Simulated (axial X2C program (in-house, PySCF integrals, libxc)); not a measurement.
# Linear FInF⁺ at several levels

Aim: the two bond lengths and stretching wavenumbers of linear FInF⁺, with and without spin–orbit coupling, at PBE0, HF, PBE, MP2.

Computed with an in-house X2C program for linear molecules on PySCF integrals. Level: all-electron X2C, two-component (2c) or spin-free, F dyall-av3z, In dyall-v3z.

All values are calculated.

1 further run of the same task is left out (set aside as unsound or not needed).

## (1) Set-up

File task.json:

```json
{"zs": [9, 49, 9], "q": 1, "bas": ["dyall-av3z", "dyall-v3z", "dyall-av3z"], "r0": [2.06, 2.06], "symm": 1, "scan": ["PBE0", "HF", "PBE"], "levels": ["PBE0", "HF", "LDA"], "nst": 2}
```

Keys: zs atomic numbers; q charge; bas basis sets; r0 starting distance in Å; symm equal bonds; scan levels of the two-bond scan (MP2 follows by itself at each HF point); levels methods; nst determinants followed.

Started as:

```bash
$ python solin.py task.json out
```

Masses F 18.998, In 114.904, F 18.998 u.

## (2) Scan at PBE0, 2c

State: Ω = 0 (all partner blocks equally filled). Energies above the lowest point, from the job's result record:

```csv
r(F–In) (Å),r(In–F) (Å),E (meV)
1.8057,1.8057,66.45
1.8057,1.8520,34.23
1.8057,1.8983,67.90
1.8520,1.8057,34.23
1.8520,1.8520,0.00
1.8520,1.8983,31.76
1.8520,1.9446,114.81
1.8983,1.8057,67.90
1.8983,1.8520,31.76
1.8983,1.8983,61.70
1.9446,1.8520,114.81
1.9446,1.9446,222.60
```

A quadratic surface with cubic terms in each bond gives the minimum at 1.851 and 1.851 Å, force constants 4.96, 4.96 and coupling -0.14 mdyn/Å.

## (3) Scan at HF, 2c

State: Ω = 0 (all partner blocks equally filled). Energies above the lowest point, from the job's result record:

```csv
r(F–In) (Å),r(In–F) (Å),E (meV)
1.8057,1.8057,30.07
1.8057,1.8520,15.56
1.8057,1.8983,71.49
1.8520,1.8057,15.56
1.8520,1.8520,0.00
1.8520,1.8983,55.00
1.8520,1.9446,165.23
1.8983,1.8057,71.49
1.8983,1.8520,55.00
1.8983,1.8983,109.17
1.9446,1.8520,165.23
1.9446,1.9446,327.51
```

A quadratic surface with cubic terms in each bond gives the minimum at 1.838 and 1.838 Å, force constants 5.63, 5.63 and coupling -0.06 mdyn/Å.

## (4) Scan at PBE, 2c

State: Ω = 0 (all partner blocks equally filled). Energies above the lowest point, from the job's result record:

```csv
r(F–In) (Å),r(In–F) (Å),E (meV)
1.8057,1.8057,125.49
1.8057,1.8520,63.95
1.8057,1.8983,68.16
1.8520,1.8057,63.95
1.8520,1.8520,0.00
1.8520,1.8983,1.91
1.8520,1.9446,55.11
1.8983,1.8057,68.16
1.8983,1.8520,1.91
1.8983,1.8983,1.58
1.9446,1.8520,55.11
1.9446,1.9446,101.55
```

A quadratic surface with cubic terms in each bond gives the minimum at 1.874 and 1.874 Å, force constants 4.41, 4.41 and coupling -0.17 mdyn/Å.

## (5) The levels side by side

| level | r(F–In) (Å) | r(In–F) (Å) | lower stretch (cm⁻¹) | upper stretch (cm⁻¹) |
| --- | --- | --- | --- | --- |
| PBE0, 2c | 1.851 | 1.851 | 656.3 | 778.2 |
| HF, 2c | 1.838 | 1.838 | 705.5 | 822.9 |
| PBE, 2c | 1.874 | 1.874 | 615.5 | 737.5 |
| MP2, 2c | 1.858 | 1.858 | 654.5 | 771.8 |
| PBE0, spin-free | 1.851 | 1.851 | 656.3 | 778.2 |
| HF, spin-free | 1.837 | 1.837 | 705.5 | 822.9 |
| PBE, spin-free | 1.874 | 1.874 | 615.6 | 737.6 |
| MP2, spin-free | 1.857 | 1.857 | 654.5 | 771.8 |

Scans not shown above were run alike.

**Reading.** Over the levels the F–In bond spans 1.837 to 1.874 Å and the In–F bond 1.837 to 1.874 Å. At PBE0 spin–orbit coupling leaves both bonds unchanged to 0.001 Å. Each state is one determinant, the lowest of a limited PBE0 search; the stretches come from a fit to few points and are good to some per cent at best. The stretches are sorted by size, and where the two bonds are alike the symmetric and antisymmetric modes can swap order between levels. MP2 freezes inner shells (threshold -2 hartree). The molecule was held linear; bending was not examined, so a bent shape may lie lower.
